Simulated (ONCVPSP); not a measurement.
**Pseudopotential generation for Mo: ONCV, PBE**

Do these settings give a usable potential? It is generated, then checked for transferability, scattering, ghosts and hardness.

Method: ONCVPSP 4.0.1.1 (patched build), PBE, scalar-relativistic.

## Step 1: Settings

The settings as typed:

```
element                 : molybdenum (Mo, Z = 42)
type                    : optimised norm-conserving Vanderbilt (ONCV)
frozen core             : [Ar] 3d10
valence charge          : 14
reference configuration : 4s2 4p6 4d5 5s1
partial waves           : 4s+5s: rc 1.80 bohr, ncon 4, nbas 7, qcut 7.3 1/bohr, 2 projectors; 4p: rc 1.20 bohr, ncon 3, nbas 7, qcut 4.5 1/bohr, 1 projector; 4d: rc 1.80 bohr, ncon 4, nbas 8, qcut 5.9 1/bohr, 2 projectors, debl 1.6 Ha
local potential         : polynomial inside 0.95 bohr (lpopt 5, dvloc0 3 Ha)
core correction         : Teter function, fcfact 2.75, rcfact 1.65
```

The outer shells as boxes (Hund's rule for the drawing; the calculation is spin-unpolarised):

```
[Ar] core
3d [↑↓][↑↓][↑↓][↑↓][↑↓]
4s [↑↓]
4p [↑↓][↑↓][↑↓]
4d [↑ ][↑ ][↑ ][↑ ][↑ ]
5s [↑ ]
```

An earlier all-electron run gives the scale for the radii.

All-electron outer shells of the reference configuration (PBE, scalar-relativistic, ld1.x):

| shell | level (eV) | outermost node (bohr) | outermost maximum (bohr) |
| --- | --- | --- | --- |
| 3d | -220.98 | – | 0.32 |
| 4s | -64.35 | 0.51 | 0.99 |
| 4p | -38.49 | 0.52 | 1.08 |
| 5s | -4.09 | 1.34 | 2.93 |
| 4d | -3.75 | 0.53 | 1.38 |
| 5p | -1.04 | 1.54 | 4.11 |

## Step 2: Generation

Mo.dat reads:

```
# ATOM AND REFERENCE CONFIGURATION
# atsym  z   nc   nv     iexc    psfile
  Mo 42.00    6    4        4      upf
#
#   n    l    f
    1    0    2.00
    2    0    2.00
    2    1    6.00
    3    0    2.00
    3    1    6.00
    3    2   10.00
    4    0    2.00
    4    1    6.00
    4    2    5.00
    5    0    1.00
#
# PSEUDOPOTENTIAL AND OPTIMIZATION
# lmax
    2
#
#   l,   rc,      ep,       ncon, nbas, qcut
    0    1.80    0.00    4    7    7.30
    1    1.20    0.00    3    7    4.50
    2    1.80    0.00    4    8    5.90
#
# LOCAL POTENTIAL
# lloc, lpopt,  rc(5),   dvloc0
    4    5    0.95    3.00
#
# VANDERBILT-KLEINMAN-BYLANDER PROJECTORs
# l, nproj, debl
    0    2    2.40
    1    1    0.40
    2    2    1.60
#
# MODEL CORE CHARGE
# icmod, fcfact, rcfact
    3    2.75    1.65
#
# LOG DERIVATIVE ANALYSIS
# epsh1, epsh2, depsh
   -4.00    5.00    0.02
#
# OUTPUT GRID
# rlmax, drl
    6.00    0.01
#
# TEST CONFIGURATIONS
# ncnf
    4
# nvcnf
#   n    l    f
    4
    4    0    2.00
    4    1    6.00
    4    2    5.00
    5    0    0.00
#
    4
    4    0    2.00
    4    1    6.00
    4    2    4.00
    5    0    0.00
#
    4
    4    0    2.00
    4    1    6.00
    4    2    3.00
    5    0    0.00
#
    5
    4    0    2.00
    4    1    6.00
    4    2    4.00
    5    0    1.00
    5    1    1.00
#
```

Command:

```bash
$ oncvpsp.x < Mo.dat > Mo.out
```

**Question.** What will these runs give? Wanted: cutoffs for 1 and 0.1 mHa per electron, occupied waves; bound ghosts; GHOST(+) flags; largest test error; largest phase difference near zero energy, channels read; rms error of d²Exc/dn², without and with the model core.

The runs gave:

| quantity | value |
| --- | --- |
| cutoffs for 1 and 0.1 mHa per electron, occupied waves | 97 Ha and 156 Ha |
| bound ghosts | none found |
| GHOST(+) flags | s at 125 eV |
| largest test error (AE − PS) | +44 meV, for 4s2 4p6 4d4 5s1 5p1 |
| largest phase difference near zero energy, channels read | 0.012 rad |
| rms error of d²Exc/dn², without and with the model core | 2.33 and 2.18 mHa |

**Reading.** By total energies transferability is fair: the largest error is 44 meV on 3.7 eV, for 4s2 4p6 4d4 5s1 5p1. The potential is very hard: the looser tolerance needs 97 Ha. At the looser tolerance the 4p wave is the slowest; 4s needs 18 Ha. No bound ghost shows below the valence levels. Near zero energy the phases of the channels with partial waves agree within 0.012 rad. The pseudo curves have a pole with no partner nearby in the atom's: p at 2.08 Ha. At positive energy that is a spurious or a displaced resonance. The program also flags highly localised states, GHOST(+) (s). All of this concerns the isolated atom, not yet a solid.
